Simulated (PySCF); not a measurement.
# Solver options tried on RbH

The same problem is solved with other solver options, one edit a run.

Computed with PySCF 2.14.0. Level: method and basis as typed in the scripts.

3 further runs of the same task are left out: 2 for a known fault of the program, 1 that didn't finish.

**1. The system as given**

RbH: 2 atoms, charge 0, spin multiplicity 1.

Bond lengths: Rb1–H2 2.380 Å.

**2. The run that the others are compared with**

Input file input.py:

```python
from pyscf import gto, scf, cc

mol = gto.M(
    atom='Rb 0 0 0; H 0 0 2.38',
    basis='jorge-dzp',
    charge=0,
    spin=0,
    verbose=4,
)
mf = scf.UHF(mol)
mf.kernel()
mycc = cc.CCSD(mf)
mycc.kernel()
mf.dip_moment()
print('orbital energies (hartree):', [e[max(0, n-3):n+3].round(4) for e, n in zip(mf.mo_energy, mol.nelec)])
```

Run with:

```sh
> python input.py
```

Its log is not repeated here.

Base result: E(SCF) = -2938.584850 Eh, 11 cycles, E(CCSD) − E(SCF) = -0.20745 Eh, μ = 9.45 D (of the SCF density).

No relativity is included for the heavy element. The bond length is a typed value, not an optimised one.

**3. Convergence threshold 1e-11 hartree**

Run 1 changes convergence threshold: default → 1e-11 hartree.

Input file input.py:

```python
from pyscf import gto, scf, cc

mol = gto.M(
    atom='Rb 0 0 0; H 0 0 2.38',
    basis='jorge-dzp',
    charge=0,
    spin=0,
    verbose=4,
)
mf = scf.UHF(mol)
mf.conv_tol = 1e-11
mf.kernel()
mycc = cc.CCSD(mf)
mycc.kernel()
mf.dip_moment()
print('orbital energies (hartree):', [e[max(0, n-3):n+3].round(4) for e, n in zip(mf.mo_energy, mol.nelec)])
```

Run with:

```sh
> python input.py
```

**4. Level shift 1 hartree**

Run 2 changes level shift: none → 1 hartree.

Changes to input.py since step 2:

```diff
@@ -10,2 +10,3 @@
 mf = scf.UHF(mol)
+mf.level_shift = 1.0
 mf.kernel()
```

Before running it: what results should come out? Wanted: for each run, E(SCF); from base; gap; SCF dipole; after the SCF.

**Answer**, as computed:

| run | E(SCF) (hartree) | from base (eV) | cycles | gap (eV) | SCF dipole (D) | after the SCF |
| --- | --- | --- | --- | --- | --- | --- |
| base | -2938.584850 | 0 | 11 | 6.08 | 9.45 | CCSD correlation -5.645 eV |
| convergence threshold 1e-11 hartree | -2938.584850 | 0.0000 | 12 | 6.08 | 9.45 | CCSD correlation -5.645 eV |
| level shift 1 hartree | -2938.584850 | 0.0000 | 47 | 6.08 | 9.45 | CCSD correlation -5.645 eV |

Distance from each run's final energy (log10 hartree) by cycle:

| run | cycle 1 | cycle 2 | cycle 3 | cycle 5 | cycle 8 | cycle 12 |
| --- | --- | --- | --- | --- | --- | --- |
| base | -1.7 | -3.2 | -4.3 | -6.0 | -8.4 | done |
| convergence threshold 1e-11 hartree | -1.7 | -3.2 | -4.3 | -6.0 | -8.4 | < -11 |
| level shift 1 hartree | -1.4 | -1.7 | -1.8 | -2.2 | -2.6 | -3.3 |

No change of the SCF energy comes from convergence threshold 1e-11 hartree or level shift 1 hartree. The base needs 11 cycles and the run with level shift 1 hartree needs 47.
